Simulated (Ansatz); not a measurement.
# Si3Br: one candidate of a structure search

Where does this trial cell of Si3Br go when cell and atoms are let free?

Computed with Ansatz 0.2.0 (DFT PBE, scalar-relativistic, plane waves, PAW, unless a step's input says otherwise).

### Step 1. The system as given

It takes space group Pm-3m (No. 221, cubic). The conventional cell has a = 4.397 Å, b = 4.397 Å, c = 4.397 Å, α = 90.00°, β = 90.00°, γ = 90.00°. Si (site symmetry 4/mmm) has 8 Si at 3.11 Å and 4 Br at 3.11 Å as nearest neighbours. Br (site symmetry m-3m) has 12 Si at 3.11 Å as nearest neighbours.

Structure file:

```
Si Br
1.0
     4.39654    0.00000    0.00000
     0.00000    4.39654    0.00000
     0.00000    0.00000    4.39654
Si Br
3 1
Direct
  0.50000 0.00000 0.00000
  0.00000 0.50000 0.00000
  0.00000 0.00000 0.50000
  0.50000 0.50000 0.50000
```

Recipe of the guess: random cell by space group and Wyckoff sites (Pm-3m, No. 221). The dimensions are guesses.

### Step 2. The guess as it stands, on a coarse mesh

Input file input.yaml:

```yaml
crystal:
  lattice:
    - [4.39653658, 0.0, 0.0]
    - [0.0, 4.39653658, 0.0]
    - [0.0, 0.0, 4.39653658]
  atoms:
    - { symbol: Si, position: [0.5, 0.0, 0.0] }
    - { symbol: Si, position: [0.0, 0.5, 0.0] }
    - { symbol: Si, position: [0.0, 0.0, 0.5] }
    - { symbol: Br, position: [0.5, 0.5, 0.5] }
basis:
  ecutwfc: 420
kpoints:
  mp_grid: { grid: [4, 4, 4] }
hamiltonian:
  xc: pbe
scf:
  occupations: { method: gaussian, width: 0.1 }
  lower_state_search: "off"
output:
  forces: true
  stress: true
  eigenvalues: true
```

Command:

```
$ ansatz run input.yaml --threads 1 --pin off --max-ram 2560MiB --backend cpu --events-out ev --progress --plain --runs-dir out
```

The session goes on with these runs: rough relaxation on the coarse mesh; relaxation on the finer mesh.

Before running it: what results should come out? Wanted: conventional cell; volume; energy over the elements; gap on the mesh.

**Answer**, as computed:

```
                              quantity                                                                      value
symmetry at the end (tolerance 0.05 Å)                                                space group Pm-3m (No. 221)
                     conventional cell  a = 4.220 Å, b = 4.220 Å, c = 4.220 Å, α = 90.00°, β = 90.00°, γ = 90.00°
                                volume                                                              18.78 Å³/atom
              energy over the elements                                                              +0.96 eV/atom
                       gap on the mesh                                                               none (metal)
```

**Reading.** The space group Pm-3m (No. 221) is kept, and the volume per atom shrinks by 11.6 % from the first guess. With a positive formation energy it can't be a ground state. No finished test with a distortion of lower symmetry is shown, so the end may be a saddle point. Spin polarisation is off in the runs that give these values; a magnetic solution could lie lower.
